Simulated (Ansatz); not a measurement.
# CH7GeN: the cost of one run

Program: Ansatz 0.2.0, driven from Python. Level of theory: PBE+D4/def2-SVP. These are calculated values, not measurements.

### 1 The structure

Bond lengths: C1–N2 1.403 Å, N2–Ge3 1.843 Å, C1–H4 1.104 Å, C1–H5 1.106 Å, C1–H6 1.153 Å, N2–H7 1.055 Å, Ge3–H8 1.560 Å, Ge3–H9 1.586 Å, Ge3–H10 1.568 Å. Angles (14 of 15 angles, heavy atoms first): C1–N2–Ge3 107.6°, C1–N2–H7 107.1°, Ge3–N2–H7 105.7°, N2–C1–H4 111.2°, N2–C1–H5 115.7°, N2–C1–H6 112.7°, N2–Ge3–H8 111.1°, N2–Ge3–H9 112.1°, N2–Ge3–H10 111.1°, H4–C1–H5 103.0°, H4–C1–H6 105.3°, H5–C1–H6 108.2°, H8–Ge3–H9 109.0°, H8–Ge3–H10 105.8°.

No structure file is read: the coordinates are typed or built in the script.

### 2 The code

run_tae.py

```python
from collections import Counter

import ansatz as az


def single_point(molecule, charge=0, unpaired=0):
    calc = molecule.calculation().basis(gaussian="def2-SVP").functional("pbe", dispersion="d4")
    if charge:
        calc = calc.charge(charge)
    if unpaired:
        calc = calc.spin("collinear", total=unpaired)
    report = calc.run(threads=1).report
    if report["published_state_doubts"]:
        print("  doubts:", report["published_state_doubts"])
    return report["free_energy_ev"]

geometry_ang = [
    ("C", (-0.8065, 0.6399, -0.7937)),
    ("N", (-0.4638, -0.6662, -0.4114)),
    ("Ge", (0.737, -0.5434, 0.9808)),
    ("H", (-1.499, 0.6347, -1.6537)),
    ("H", (0.0297, 1.2694, -1.1524)),
    ("H", (-1.3601, 1.2159, 0.0383)),
    ("H", (0.071, -1.0947, -1.2135)),
    ("H", (1.2626, -1.9527, 1.3953)),
    ("H", (0.1077, 0.1677, 2.2514)),
    ("H", (2.0047, 0.2782, 0.5618)),
]
ch7gen = az.Crystal.molecule()
for symbol, xyz in geometry_ang:
    ch7gen = ch7gen.atom(symbol, xyz)

unpaired = {"C": 2, "N": 3, "Ge": 2, "H": 1}
counts = Counter(site.symbol for site in ch7gen.cartesian_sites)
atom_energy = {s: single_point(az.Crystal.molecule().atom(s, (0, 0, 0)), 0, unpaired[s]) for s in counts}
whole = single_point(ch7gen, 0, 0)
for s, e in atom_energy.items():
    print(f"{s:2s} x{counts[s]}  {e:14.5f} eV")
print(f"CH7GeN: {whole:.5f} eV")
split = sum(counts[s] * e for s, e in atom_energy.items()) - whole
print(f"atomisation energy (no zero-point term): {23.060548 * split:.1f} kcal/mol, {split / sum(counts.values()):.3f} eV an atom")
```

### 3 The input behind the calls

The engine receives this input (first run):

```yaml
crystal:
  periodic: [false, false, false]
  atoms:
    - { symbol: C, position_ang: [0.0, 0.0, 0.0] }
basis:
  gaussian:
    orbitals: def2-SVP
hamiltonian:
  xc: pbe
  dispersion: d4
magnetization:
  spin_polarized: true
  initial_magnetization: 2.0
```

### 4 Launch

Run with:

```console
> python run_tae.py
```

What time and memory should one allow on 1 thread of Arm Neoverse V1, shared host?

About 4.7 s, with a peak of 0.17 GiB.
